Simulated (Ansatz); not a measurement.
# CH5NOSi: rigid scan of one bond length

How does the energy of CH5NOSi change as one bond is stretched? Wanted for CH5NOSi: a rigid scan of one bond length. SMILES: N=CO[SiH3].

Program: Ansatz 0.2.0 through its Python package. Level of theory: r2SCAN+D3(BJ)/6-31G*. These are calculated values, not measurements.

**1. Starting point**

Bond lengths: N1–C2 1.218 Å, C2–O3 1.331 Å, O3–Si4 1.574 Å, N1–H5 1.065 Å, C2–H6 1.114 Å, Si4–H7 1.477 Å, Si4–H8 1.501 Å, Si4–H9 1.566 Å. Angles: N1–C2–O3 122.8°, N1–C2–H6 124.0°, O3–C2–H6 113.2°, C2–N1–H5 111.6°, C2–O3–Si4 129.1°, O3–Si4–H7 112.7°, O3–Si4–H8 110.6°, O3–Si4–H9 110.4°, H7–Si4–H8 107.4°, H7–Si4–H9 105.7°, H8–Si4–H9 109.9°.

The script holds or builds the structure itself.

**2. The code**

Contents of ch5nosi_scan.py:

```python
# -*- coding: utf-8 -*-
'''Potential curve of CH5NOSi along one bond.'''

import ansatz as az
import numpy as np

BASIS = '6-31G*'
XC = 'r2scan'
DISPERSION = 'd3bj'

molecule = (
    az.Crystal.molecule()
    .atom('N', (-0.4021, 1.5035, -0.5574))
    .atom('C', (0.6681, 1.0394, -0.2075))
    .atom('O', (0.8092, -0.218, 0.2042))
    .atom('Si', (-0.2819, -1.3429, 0.3497))
    .atom('H', (-0.3064, 2.5184, -0.8658))
    .atom('H', (1.624, 1.6111, -0.2067))
    .atom('H', (0.2739, -2.6121, 0.8606))
    .atom('H', (-0.9199, -1.6335, -0.9779))
    .atom('H', (-1.3764, -0.9122, 1.3836))
)

symbols = [site.symbol for site in molecule.cartesian_sites]
start = np.array([site.position_ang for site in molecule.cartesian_sites])
axis = (start[0] - start[1]) / np.linalg.norm(start[0] - start[1])
moving = [0, 4]
lengths, energies = [1.072, 1.12, 1.169, 1.218, 1.267, 1.315, 1.364, 1.437], []
for length in lengths:
    xyz = start.copy()
    xyz[moving] += (length - np.linalg.norm(start[0] - start[1])) * axis
    point = az.Crystal.molecule()
    for symbol, xyz in zip(symbols, xyz):
        point = point.atom(symbol, xyz.tolist())
    job = (
        point.calculation()
        .basis(gaussian=BASIS)
        .functional(XC, dispersion=DISPERSION)  # exchange and correlation
    )
    summary = job.run(threads=1, backend='cpu').report
    energies.append(summary['free_energy_ev'])
    print(f'r = {length:6.3f} A  E = {energies[-1]:.5f} eV  <S^2> = {abs(summary["mean_field"]["state"]["spin_squared"]):.3f}')

# quartic fit about the minimum
fit = np.polynomial.Polynomial.fit(lengths, np.array(energies) - min(energies), 4).convert()
roots = [r.real for r in fit.deriv().roots() if abs(r.imag) < 1e-9 and fit.deriv(2)(r.real) > 0]
r_e = min(roots, key=lambda r: abs(r - lengths[int(np.argmin(energies))]))
print(f'minimum of the fit at {r_e:.4f} A, force constant {fit.deriv(2)(r_e):.2f} eV/A^2')
```

**3. The calls as engine input**

The package turns the script's settings into the engine's input (first run):

```yaml
crystal:
  periodic: [false, false, false]
  atoms:
    - { symbol: "N", position_ang: [-0.2739363339472638, 1.44792089570634, -0.5154971157243017] }
    - { symbol: C, position_ang: [0.6681, 1.0394, -0.2075] }
    - { symbol: O, position_ang: [0.8092, -0.218, 0.2042] }
    - { symbol: Si, position_ang: [-0.2819, -1.3429, 0.3497] }
    - { symbol: H, position_ang: [-0.17823633394726382, 2.4628208957063404, -0.8238971157243017] }
    - { symbol: H, position_ang: [1.624, 1.6111, -0.2067] }
    - { symbol: H, position_ang: [0.2739, -2.6121, 0.8606] }
    - { symbol: H, position_ang: [-0.9199, -1.6335, -0.9779] }
    - { symbol: H, position_ang: [-1.3764, -0.9122, 1.3836] }
basis:
  gaussian:
    orbitals: "6-31G*"
hamiltonian:
  xc: r2scan
  dispersion: d3bj
```

**4. Launch**

The run is started by

```
$ python ch5nosi_scan.py
```

Q: Predict the main results. Wanted: range of energy; lowest point, distance.

**Answer**, as computed:

| quantity | value |
| --- | --- |
| bond length at the fit's minimum | 1.2669 Å |
| runs compared | 8 |
| range of energy | 2.149 eV |
| lowest point, distance (Å) | 1.27 |

What this shows: The lowest point, at 1.27, lies inside the range. The ends stand 2.15 and 0.746 eV above it. The distance scanned is the script's pair 1, 0. Total energies depend on the basis set; only differences at equal settings carry meaning. The rest of the molecule is held rigid at a force-field or estimated start geometry, and the basis set is modest; single-reference methods fail as a bond breaks.
